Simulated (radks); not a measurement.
**K⁴⁺ in [Ne] 3s2 3p3: an all-electron calculation**

Aim: the levels, the sizes of the orbitals and the parts of the energy of the potassium ion K4+.

Program: radks (a radial shooting solver on a logarithmic mesh, Libxc functionals) version 1. Level of theory: Dirac Kohn-Sham, PBE, spin-unpolarised, spherical densities, point nucleus; open shells fill j = l - 1/2 first. These are calculated values, not measurements, unless marked.

**1. What is computed**

```
element       : potassium (Z = 19)
charge        : +4
electrons     : 15
configuration : [Ne] 3s2 3p3
```

**2. Self-consistent calculation**

The run's settings:

```text
Z 19
configuration [Ne] 3s2 3p3
relativity Dirac
functional pbe,pbe
spin unpolarised
j_filling energy
nucleus point
c 137.035999084
```

What does the calculation give?

**Answer**, as computed:

```
                        quantity                   value
                    total energy      -596.73158 hartree
exchange-correlation share of it                  5.29 %
                            −T/E                  1.0072
          highest occupied level       3p3/2, -71.290 eV
    most extended occupied level  3p3/2, <r> = 1.24 bohr
 radius at density 0.001 e/bohr³               2.72 bohr
    maxima of the radial density                       3
         ionisation energy, NIST     82.7 (semi-emp.) eV
```

3 principal shells are occupied and 3 maxima appear in the radial density. Relativity lifts −T/E to 1.007. Minus the highest eigenvalue, 71.290 eV, is 86 % of the tabulated ionisation energy (82.7 eV); the potential of a semilocal functional falls off too fast, so its top eigenvalue is too shallow. Spin polarisation and multiplet splitting are left out.
